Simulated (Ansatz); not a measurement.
**BH₇SeSi₂: a ladder of functionals and wavefunction methods**

An exercise on one series of results from a longer session: the logs are not shown, and one member is left open.

Computed with Ansatz 0.2.0, Gaussian basis. Level: functionals in def2-TZVPP, the program's frozen cores in correlated methods.

Plan: PBE-D4, r2SCAN-D4, PBE0-D4, B3LYP-D4, ωB97X-V, ωB97M-V, B2PLYP; CCSD(T)/def2-TZVPP; MP2/def2-QZVPP; extrapolation to the limit.

### The relaxed structure

An earlier PBE0-D4 in a triple-zeta def2 set relaxation fixed the geometry.

SMILES `B[Se][SiH2][SiH3]`, 11 atoms, charge 0, spin multiplicity 1.

Atoms are counted from 1 here; the program's logs count them from 0.

Bond lengths: B1–Se2 1.908 Å, B1–H5 1.192 Å, B1–H6 1.191 Å, Se2–Si3 2.304 Å, Si3–Si4 2.336 Å, Si3–H7 1.487 Å, Si3–H8 1.486 Å, Si4–H9 1.486 Å, Si4–H10 1.487 Å, Si4–H11 1.488 Å. Angles: Se2–B1–H5 121.1°, Se2–B1–H6 116.5°, H5–B1–H6 122.4°, B1–Se2–Si3 98.0°, Se2–Si3–Si4 109.0°, Se2–Si3–H7 106.3°, Se2–Si3–H8 109.0°, Si4–Si3–H7 111.2°, Si4–Si3–H8 112.3°, H7–Si3–H8 108.8°, Si3–Si4–H9 109.3°, Si3–Si4–H10 108.8°, Si3–Si4–H11 111.1°, H9–Si4–H10 109.2°, H9–Si4–H11 109.2°, H10–Si4–H11 109.2°.

As a file:

```mol
BH7SeSi2
  3D, bonds by distance, orders not assigned

 11 10  0  0  0  0  0  0  0  0999 V2000
   -0.7122    2.0452    0.9576 B   0  0
    1.0844    1.4342    1.1519 Se  0  0
    0.7074   -0.8023    0.7462 Si  0  0
    0.0532   -1.0731   -1.4799 Si  0  0
   -1.5963    1.2869    0.7028 H   0  0
   -0.8963    3.2124    1.1078 H   0  0
    1.9940   -1.4971    1.0165 H   0  0
   -0.3169   -1.3010    1.7001 H   0  0
   -1.1661   -0.2628   -1.7357 H   0  0
    1.1500   -0.5983   -2.3638 H   0  0
   -0.2357   -2.5012   -1.7829 H   0  0
  1  2  8  0
  2  3  8  0
  3  4  8  0
  1  5  8  0
  1  6  8  0
  3  7  8  0
  3  8  8  0
  4  9  8  0
  4 10  8  0
  4 11  8  0
M  END
```

Set-up of the first run:

in.yaml reads:

```yaml
crystal:
  periodic: [false, false, false]
  atoms:
    - {symbol: B, position_ang: [-0.712155, 2.045196, 0.957584]}
    - {symbol: Se, position_ang: [1.084382, 1.434216, 1.151854]}
    - {symbol: Si, position_ang: [0.707400, -0.802294, 0.746233]}
    - {symbol: Si, position_ang: [0.053188, -1.073069, -1.479872]}
    - {symbol: H, position_ang: [-1.596283, 1.286935, 0.702803]}
    - {symbol: H, position_ang: [-0.896317, 3.212415, 1.107830]}
    - {symbol: H, position_ang: [1.993962, -1.497054, 1.016526]}
    - {symbol: H, position_ang: [-0.316893, -1.300971, 1.700088]}
    - {symbol: H, position_ang: [-1.166084, -0.262810, -1.735738]}
    - {symbol: H, position_ang: [1.150027, -0.598271, -2.363767]}
    - {symbol: H, position_ang: [-0.235728, -2.501194, -1.782940]}
basis:
  gaussian: {orbitals: def2-TZVPP}
hamiltonian: {xc: pbe, dispersion: d4}
output: {forces: true, orbitals: {seedname: orbitals}}
```

Command:

```bash
> ansatz run in.yaml --threads 4 --pin off --events-out ev --progress --plain --max-ram 10444MiB
```

Steps of the session up to this table: PBE-D4 (GGA); r2SCAN-D4 (meta-GGA); PBE0-D4 (hybrid); B3LYP-D4 (hybrid); ωB97X-V (range-separated); ωB97M-V (range-separated); B2PLYP (double hybrid); CCSD(T) in def2-TZVPP; MP2 in def2-QZVPP.

One table of the session follows, with a row left open; its other results are not shown here.

It belongs to the step «Atomisation energies». 

```
            method  atomisation energy (kcal/mol)
            PBE-D4                          788.9
         r2SCAN-D4                          795.5
           PBE0-D4                          786.8
          B3LYP-D4                          792.2
           ωB97X-V                          798.1
           ωB97M-V                          790.4
            B2PLYP                              ?
     HF/def2-TZVPP                          606.1
    MP2/def2-TZVPP                          770.2
   CCSD/def2-TZVPP                          764.0
CCSD(T)/def2-TZVPP                          772.7
           MP2/CBS                          790.5
       CCSD(T)/CBS                          793.0
```

Q: Estimate the row for B2PLYP from the others.

**Answer.** atomisation energy (kcal/mol): 780.1. In the column «atomisation energy (kcal/mol)» it lies between CCSD(T)/def2-TZVPP (772.7) and PBE0-D4 (786.8).
